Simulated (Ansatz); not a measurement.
**BrCl2GeH: basis-set convergence**

One table from this session's results is given with a row withheld; the runs are named, their logs left out.

The runs use Ansatz 0.2.0, Gaussian basis; one geometry, several basis sets.

Plan: PBE0-D4/def2-SVP; ωB97M-V/def2-SVP; PBE0-D4/def2-QZVPP; ωB97M-V/def2-QZVPP; the functionals' def2-TZVPP values are taken from earlier runs.

## The relaxed structure

All runs share one geometry, relaxed beforehand with PBE0-D4 in a triple-zeta def2 set.

SMILES `[Cl][GeH]([Cl])[Br]`, 5 atoms, charge 0, spin multiplicity 1.

Atoms are counted from 1 here; the program's logs count them from 0.

Bond lengths: Cl1–Ge2 2.129 Å, Ge2–Cl3 2.129 Å, Ge2–Br4 2.280 Å, Ge2–H5 1.526 Å. Angles: Cl1–Ge2–Cl3 108.2°, Cl1–Ge2–Br4 108.9°, Cl1–Ge2–H5 110.0°, Cl3–Ge2–Br4 108.9°, Cl3–Ge2–H5 110.0°, Br4–Ge2–H5 110.8°.

Geometry (Å):

```xyz
5

Cl   -1.1483   -0.0880    1.7333
Ge    0.1061    0.0955    0.0233
Cl    1.2815   -1.6725   -0.1308
Br   -1.2018    0.2768   -1.8356
H     1.0123    1.3146    0.1684
```

Set-up of the first run:

Input file in.yaml:

```yaml
crystal:
  periodic: [false, false, false]
  atoms:
    - {symbol: Cl, position_ang: [-1.148257, -0.087966, 1.733275]}
    - {symbol: Ge, position_ang: [0.106109, 0.095461, 0.023327]}
    - {symbol: Cl, position_ang: [1.281529, -1.672493, -0.130838]}
    - {symbol: Br, position_ang: [-1.201831, 0.276801, -1.835626]}
    - {symbol: H, position_ang: [1.012349, 1.314597, 0.168362]}
basis:
  gaussian: {orbitals: def2-SVP}
hamiltonian: {xc: pbe0, dispersion: d4}
output: {orbitals: {seedname: orbitals}}
```

Among the steps run: PBE0-D4 in def2-SVP; ωB97M-V in def2-SVP; PBE0-D4 in def2-QZVPP; ωB97M-V in def2-QZVPP.

One table of the session follows, with a row left open; its other results are not shown here.

It belongs to the step «Density functionals: the series». 

```
functional       basis  HOMO (eV)
   PBE0-D4    def2-SVP      -8.82
   PBE0-D4  def2-TZVPP      -8.95
   PBE0-D4  def2-QZVPP      -8.96
   ωB97M-V    def2-SVP          ?
   ωB97M-V  def2-TZVPP     -11.16
   ωB97M-V  def2-QZVPP     -11.18
```

Estimate the missing values for ωB97M-V, def2-SVP.

**Answer.** HOMO (eV): -11.00. In the column «HOMO (eV)» it lies between ωB97M-V, def2-TZVPP (-11.16) and PBE0-D4, def2-QZVPP (-8.96).
